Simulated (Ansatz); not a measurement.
# LaPb2: the cost of one run

Computed with Ansatz 0.2.0 (reference: DFT PBE, plane waves, PAW, scalar-relativistic, no spin polarisation, unless a step's input says otherwise).

## (1) The starting structure

It takes space group I4/mmm (No. 139, tetragonal). The conventional cell has a = 3.609 Å, b = 3.609 Å, c = 12.854 Å, α = 90.00°, β = 90.00°, γ = 90.00°. Around La (site symmetry 4/mmm) lie 8 Pb at 3.09 Å. Pb (site symmetry 4mm) has 4 La at 3.09 Å and 5 Pb at 3.47 to 3.61 Å as nearest neighbours.

As a file:

```
CELL_PARAMETERS angstrom
0.00000 3.60855 0.00000
3.60855 0.00000 0.00000
1.80428 1.80428 -6.42676
ATOMIC_POSITIONS crystal
La 0.00000 0.00000 0.00000
Pb 0.36500 0.36500 0.27000
Pb 0.63500 0.63500 0.73000
```

## (2) Baseline

The input, input.yaml:

```yaml
crystal:
  lattice:
    - [0.0, 3.608553, 0.0]
    - [3.608553, 0.0, 0.0]
    - [1.804276, 1.804276, -6.426757]
  atoms:
    - { symbol: La, position: [0.0, 0.0, 0.0] }
    - { symbol: Pb, position: [0.365, 0.365, 0.27] }
    - { symbol: Pb, position: [0.635, 0.635, 0.73] }
  symmetry: { tolerance: 0.0003 }
kpoints:
  mp_grid: { grid: [5, 5, 5], shift: [0, 0, 0] }
magnetization:
  spin_polarized: false
scf:
  occupations: { method: fermi_dirac, width: 0.0145 }
hamiltonian:
  pseudopotentials: { kind: paw }
  xc: pbe
basis:
  ecutwfc: 420
output:
  forces: true
  stress: true
  eigenvalues: true
```

Command:

```console
$ ansatz run input.yaml --threads 1 --pin off --max-ram 2560MiB --backend cpu --events-out ev --progress --plain --runs-dir out
```

**Question.** How long does this run take on 1 thread of Intel Xeon Platinum 8488C (Sapphire Rapids), shared host, and how much memory does it need?

About 1.8 s, with a peak of 0.42 GiB.
